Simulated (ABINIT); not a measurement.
Crystal: NbSi.

```
Nb Si
1.0
     3.15644    0.00000    0.00000
     0.00000    3.15644    0.00000
     0.00000    0.00000    3.15644
Nb Si
1 1
Direct
  0.00000 0.00000 0.00000
  0.50000 0.50000 0.50000
```

The cell was built by a generator and needn't be a form met in nature.

- Program: ABINIT 10.8.3 (patched build)
- Task: single point
- Functional: PBE
- Potentials or basis: JTH PAW PBE v2.0
- Cutoff: 435 eV
- k mesh: 8 × 8 × 8
- Occupations: fermi-dirac, width 0.05 eV
- Spin: no spin polarisation

On this cell: pressure -0.5 GPa; largest force zero by symmetry; band gap on the k mesh none (metal or under the smearing width).

The same run follows on a disturbed copy (atoms moved at random, drawn with an rms of 0.05 Å):

```
CELL_PARAMETERS angstrom
3.15644 0.00000 0.00000
0.00000 3.15644 0.00000
0.00000 0.00000 3.15644
ATOMIC_POSITIONS crystal
Nb 0.99188 0.99589 0.98416
Si 0.49287 0.51324 0.48712
```

Question: What changes?

Answer: The energy (extrapolated to zero smearing) moves by +4.1 meV/atom; pressure -0.3 GPa; largest force 0.296 eV/Å; band gap on the k mesh none (metal or under the smearing width).

Forces in eV/Å, atoms in the order of the input:
```
Nb   0.017  0.291  0.050
Si  -0.017 -0.291 -0.050
```

Stress tensor (GPa, compression positive):
```
-0.09  0.02  0.00
 0.02 -0.71  0.07
 0.00  0.07 -0.11
```
